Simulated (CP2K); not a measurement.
The system is GaGe.

```xyz
2
Lattice="4.0982 0.0000 0.0000 2.0491 3.5491 0.0000 2.0491 1.1830 3.3461" Properties=species:S:1:pos:R:3 pbc="T T T"
Ge    0.0000    0.0000    0.0000
Ga    2.0491    1.1830    0.8365
```

The cell comes from a database or a generator and needn't be the stable form of this composition.

Base run:

| Item | Value |
| --- | --- |
| Program | CP2K 2026.2 |
| Functional | PBEsol |
| Potentials or basis | POTENTIAL_UZH Ge GTH-PBE-q4, Ga GTH-PBE-q13; TZVP-MOLOPT-PBE-GTH basis |
| Density cutoff | 9184 eV |
| k mesh | 8 × 8 × 8 |
| Occupations | fermi-dirac, width 0.05 eV |
| Spin | no spin polarisation |

Its results: band gap on the k mesh none (metal or under the smearing width); pressure -1.2 GPa.

Question: After a change of settings the same cell gave: band gap on the k mesh none (metal or under the smearing width); pressure 0.5 GPa. Which change was it?
A. functional from PBEsol to LDA
B. functional from PBEsol to AM05
C. functional from PBEsol to PW91

Answer: C.

PW91 binds less tightly than PBEsol, so the same cell stands under more pressure.

Caveats: the potentials were made for another functional, which shifts forces and pressure; the basis of atomic orbitals isn't converged, which shifts pressures, moduli and gaps.
